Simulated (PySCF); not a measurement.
**Si: excitation energy in aug-cc-pCVQZ-DK**

Aim: the excitation energy of silicon from differences of total energies, at each level of theory, and how far each lands from the tabulated value where there is one.

Program: PySCF 2.14.0. Level of theory: unrestricted determinants in a Gaussian basis, no spin-orbit coupling in the energies. These are calculated values, not measurements, unless marked.

### Step 1. Starting point

```
Element                                   : silicon (Z = 14)
Basis                                     : aug-cc-pCVQZ-DK (10s9p7d5f3g, 134 functions)
Hamiltonian                               : the spin-free X2C one-electron Hamiltonian (Gaussian nucleus)
State 1                                   : Si: [Ne] 3s1 3p3, high-spin 5S determinant (an excited configuration)
Needed too, but not shown                 : Si [Ne] 3s2 3p2 (3P)
Methods                                   : UHF, LDA, PBE, PBE0, r2SCAN, M06, TPSS, r2SCAN0, MP2
Core shells frozen in the correlated runs : valence: [Ne]; valence and next inner shell: 1s2; all electrons: nothing (for Si)
```

The outer shells:

Si [Ne] 3s1 3p3
```
[Ne] core
3s [↑ ]
3p [↑ ][↑ ][↑ ]
```

The runs were made by one driver on top of PySCF. The scripts below sum up each run's settings (the driver also hands on starting orbitals that pick excited configurations, and frozen orbitals as a list rather than a count), and the logs come from the driver's own runs. The driver starts from symmetry-adapted Hartree-Fock orbitals, holds the occupation by maximum overlap and uses a logarithmic radial grid for functionals, so a plain start would take other cycles.

It was started by

```console
$ OMP_NUM_THREADS=1 python atomrun2.py TASK.json OUT
```

The integrals over 134 functions and the set-up took 1.4 s of CPU time.

### Step 2. Si [Ne] 3s1 3p3, method by method

Level: UHF.

input.py

```python
from pyscf import gto, scf, dft, mp, cc
import basis_set_exchange as bse
mol = gto.M(atom="Si 0 0 0", charge=0, spin=4, symmetry="D2h",
            basis=gto.basis.parse(bse.get_basis("aug-cc-pCVQZ-DK", elements=["Si"], fmt="nwchem", header=False)),
            nucmod="G")
mf = scf.UHF(mol).sfx2c1e()
mf.irrep_nelec = {'Ag': (3, 2), 'B1u': (2, 1), 'B2u': (2, 1), 'B3u': (2, 1)}
mf.kernel()
```

Level: LDA.

Changes to input.py:

```diff
@@ -5,3 +5,3 @@
             nucmod="G")
-mf = scf.UHF(mol).sfx2c1e()
+mf = dft.UKS(mol, xc="LDA,VWN").sfx2c1e()
 mf.irrep_nelec = {'Ag': (3, 2), 'B1u': (2, 1), 'B2u': (2, 1), 'B3u': (2, 1)}
```

Level: PBE.

Changes to input.py:

```diff
@@ -5,3 +5,3 @@
             nucmod="G")
-mf = dft.UKS(mol, xc="LDA,VWN").sfx2c1e()
+mf = dft.UKS(mol, xc="PBE").sfx2c1e()
 mf.irrep_nelec = {'Ag': (3, 2), 'B1u': (2, 1), 'B2u': (2, 1), 'B3u': (2, 1)}
```

Level: PBE0.

Changes to input.py:

```diff
@@ -5,3 +5,3 @@
             nucmod="G")
-mf = dft.UKS(mol, xc="PBE").sfx2c1e()
+mf = dft.UKS(mol, xc="PBE0").sfx2c1e()
 mf.irrep_nelec = {'Ag': (3, 2), 'B1u': (2, 1), 'B2u': (2, 1), 'B3u': (2, 1)}
```

Level: r2SCAN.

Changes to input.py:

```diff
@@ -5,3 +5,3 @@
             nucmod="G")
-mf = dft.UKS(mol, xc="PBE0").sfx2c1e()
+mf = dft.UKS(mol, xc="R2SCAN").sfx2c1e()
 mf.irrep_nelec = {'Ag': (3, 2), 'B1u': (2, 1), 'B2u': (2, 1), 'B3u': (2, 1)}
```

Level: M06.

Changes to input.py:

```diff
@@ -5,3 +5,3 @@
             nucmod="G")
-mf = dft.UKS(mol, xc="R2SCAN").sfx2c1e()
+mf = dft.UKS(mol, xc="M06").sfx2c1e()
 mf.irrep_nelec = {'Ag': (3, 2), 'B1u': (2, 1), 'B2u': (2, 1), 'B3u': (2, 1)}
```

Level: TPSS.

Changes to input.py:

```diff
@@ -5,3 +5,3 @@
             nucmod="G")
-mf = dft.UKS(mol, xc="M06").sfx2c1e()
+mf = dft.UKS(mol, xc="TPSS").sfx2c1e()
 mf.irrep_nelec = {'Ag': (3, 2), 'B1u': (2, 1), 'B2u': (2, 1), 'B3u': (2, 1)}
```

Level: r2SCAN0.

Changes to input.py:

```diff
@@ -5,3 +5,3 @@
             nucmod="G")
-mf = dft.UKS(mol, xc="TPSS").sfx2c1e()
+mf = dft.UKS(mol, xc="HYB_MGGA_XC_R2SCAN0").sfx2c1e()
 mf.irrep_nelec = {'Ag': (3, 2), 'B1u': (2, 1), 'B2u': (2, 1), 'B3u': (2, 1)}
```

Level: MP2 (valence).

Changes to input.py:

```diff
@@ -5,4 +5,5 @@
             nucmod="G")
-mf = dft.UKS(mol, xc="HYB_MGGA_XC_R2SCAN0").sfx2c1e()
+mf = scf.UHF(mol).sfx2c1e()
 mf.irrep_nelec = {'Ag': (3, 2), 'B1u': (2, 1), 'B2u': (2, 1), 'B3u': (2, 1)}
 mf.kernel()
+mp.UMP2(mf, frozen=5).kernel()
```

### Step 3. Si [Ne] 3s1 3p3, continued

Level: MP2 (valence and next inner shell).

Changes to input.py since step 2:

```diff
@@ -8,2 +8,2 @@
 mf.kernel()
-mp.UMP2(mf, frozen=5).kernel()
+mp.UMP2(mf, frozen=1).kernel()
```

Level: MP2 (all electrons).

Changes to input.py:

```diff
@@ -8,2 +8,2 @@
 mf.kernel()
-mp.UMP2(mf, frozen=1).kernel()
+mp.UMP2(mf, frozen=0).kernel()
```

**Question.** What will these runs give?

The runs gave:

| quantity | value |
| --- | --- |
| excitation energy, Si → [Ne] 3s1 3p3 | UHF 2.654, MP2 (all electrons) 3.847 eV |

In words: The methods span 1.806 eV, from UHF (2.654) to M06 (4.460). No reference value is at hand in this session. The basis is finite, and no extrapolation was made.
